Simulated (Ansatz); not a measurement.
# PBE-QIDH/6-311+G(d,p) run of PF3 (SMILES FP(F)F)

Aim: the electronic atomisation energy of PF3 at PBE-QIDH/6-311+G**, from 3 runs. 

Program for the calculation: Ansatz 0.2.0.

38 further runs of the same task are left out: 6 that didn't finish, 32 set aside as unsound or not needed.

### Step 1. Starting point

The species is PF3 (4 atoms), meant as a singlet with charge 0. As SMILES, `FP(F)F`. The coordinates come from a PBE0-D4/def2-TZVP relaxation.

Bond lengths: F1–P2 1.572 Å, P2–F3 1.572 Å, P2–F4 1.572 Å. Angles: F1–P2–F3 97.6°, F1–P2–F4 97.6°, F3–P2–F4 97.6°.

### Step 2. A single-point energy at PBE-QIDH/6-311+G(d,p)

File run.yaml:

```yaml
crystal:
  periodic: [false, false, false]
  atoms:
    - {symbol: F, position_ang: [0.834400, -0.663200, 0.874500]}
    - {symbol: P, position_ang: [-0.297500, 0.314600, 0.392300]}
    - {symbol: F, position_ang: [-1.061900, -0.696500, -0.536900]}
    - {symbol: F, position_ang: [0.525000, 1.045200, -0.730000]}
basis:
  gaussian:
    orbitals: 6-311+G_st__st_-spherical.json
total_charge: 0
hamiltonian:
  xc: {name: PBE-QIDH}
correlation:
  frozen_orbitals: {F: 1, P: 5}
accuracy: high
output: {orbitals: {seedname: orbitals}}
```

The basis set 6-311+G** is read from a file made from the Basis Set Exchange's data (not shown).

On the command line:

```sh
$ ansatz run run.yaml --threads 1 --pin off --max-ram 3480MiB --events-out events.jsonl --progress --plain --runs-dir runs
```

The program printed:

```text
Warning: RAYON_NUM_THREADS=1 ignored (pool sized by the plan → 1); use --threads N
Functional definition: PBE-QIDH
  name "PBE-QIDH"
  parameter a = 3^(-1/3)
  parameter c = 1/3
  exchange = (1 - a)*pbe_x + a*exact_x
  correlation = (1 - c)*pbe_c + c*(mp2_os + mp2_ss)
1724 factors; integrals over basis functions are off by at most 3.4e-9 eV
mean field evaluation 1: about -17417.8435 eV, gradient 4.3e1 eV
mean field evaluation 2: about -17417.8929 eV, gradient 4.3e1 eV
mean field evaluation 4: about -17420.5903 eV, gradient 1.7e0 eV
mean field evaluation 8: about -17420.6041 eV, gradient 1.0e-1 eV
mean field evaluation 16: about -17420.6042 eV, gradient 6.7e-6 eV
mean field -17420.60420158 eV, -640.1953962985 hartree, gradient 3.4e-8 eV, S^2 0.000000; 0 other end points of the search recorded, 0 dependent functions left out
8 core orbitals not correlated: weight in the atoms' cores, before any rotation towards them, 1.000 or more for the frozen orbitals, at most 0.000 for the correlated occupied ones
reference -17420.60420330 eV, -640.1953963618 hartree; 13, 13 occupied and 75, 75 virtual orbitals, 1724 factors
second order -22.36589000 eV of doubles, -0.00000000 eV of singles
Total energy: -17428.05949997 eV, -640.4693734609 hartree
```

Wall time 8.1 s (1 thread of Arm Neoverse V1, shared host); peak memory 0.27 GiB.

### Step 3. The F atom, same level

File run.yaml:

```yaml
crystal:
  periodic: [false, false, false]
  atoms:
    - symbol: F
      position_ang: [0.000000, 0.000000, 0.000000]
basis:
  gaussian: {orbitals: 6-311+G_st__st_.json}
magnetization: {spin_polarized: true, initial_magnetization: 1}
hamiltonian: {xc: {name: PBE-QIDH}}
correlation: {frozen_orbitals: {F: 1}}
accuracy: high
```

The basis set 6-311+G** is read from a file made from the Basis Set Exchange's data (not shown).

On the command line:

```sh
$ ansatz run run.yaml --threads 1 --pin off --max-ram 3480MiB --events-out events.jsonl --progress --plain --runs-dir runs
```

The program printed, shortened:

```text
Warning: RAYON_NUM_THREADS=1 ignored (pool sized by the plan → 1); use --threads N
[... 2 set-up lines as earlier in the session ...]
[...]
175 factors; integrals over basis functions are off by at most 3.7e-9 eV
[...]
mean field -2709.79254148 eV, -99.5830391359 hartree, gradient 1.4e-8 eV, S^2 0.752025; 0 other end points of the search recorded, 0 dependent functions left out
1 core orbitals not correlated: weight in the atoms' cores, before any rotation towards them, 1.000 or more for the frozen orbitals, at most 0.000 for the correlated occupied ones
reference -2709.79254214 eV, -99.5830391601 hartree; 4, 3 occupied and 17, 18 virtual orbitals, 175 factors
second order -4.75099853 eV of doubles, -0.00000000 eV of singles
Total energy: -2711.37620831 eV, -99.6412378186 hartree
```

Run time: 0.42 s. Hardware: 1 thread of Arm Neoverse V1, shared host.

### Step 4. The P atom at the same level

File in.yaml:

```yaml
crystal:
  periodic: [false, false, false]
  atoms:
    - {symbol: P, position_ang: [0.000000, 0.000000, 0.000000]}
basis:
  gaussian:
    orbitals: 6-311+G_st__st_-spherical.json
magnetization:
  spin_polarized: true
  initial_magnetization: 3
correlation:
  frozen_orbitals: {P: 5}
hamiltonian:
  xc: {name: PBE-QIDH}
accuracy: high
```

The basis set 6-311+G** is read from a file made from the Basis Set Exchange's data (not shown).

Run the same way, it converges to -341.04057 Eh (log not shown).

### Step 5. What came out

Level: PBE-QIDH/6-311+G**, 8 core orbitals frozen.

| quantity | value |
| --- | --- |
| molecule: total energy | -640.46937 Eh |
| molecule: HOMO energy (SCF part's orbitals) | -11.77 eV |
| molecule: LUMO energy (SCF part's orbitals) | 0.98 eV |
| molecule: HOMO–LUMO gap (SCF part's orbitals) | 12.75 eV |
| F atom: total energy | -99.64124 Eh |
| F atom: ⟨S²⟩ | 0.752 |
| P atom: total energy | -341.04057 Eh |
| P atom: ⟨S²⟩ | 3.750 |
| electronic atomisation energy | 13.744 eV |

In words: Taking the molecule apart into free atoms costs 13.74 eV (317 kcal/mol), before zero-point energy and without spin-orbit coupling.
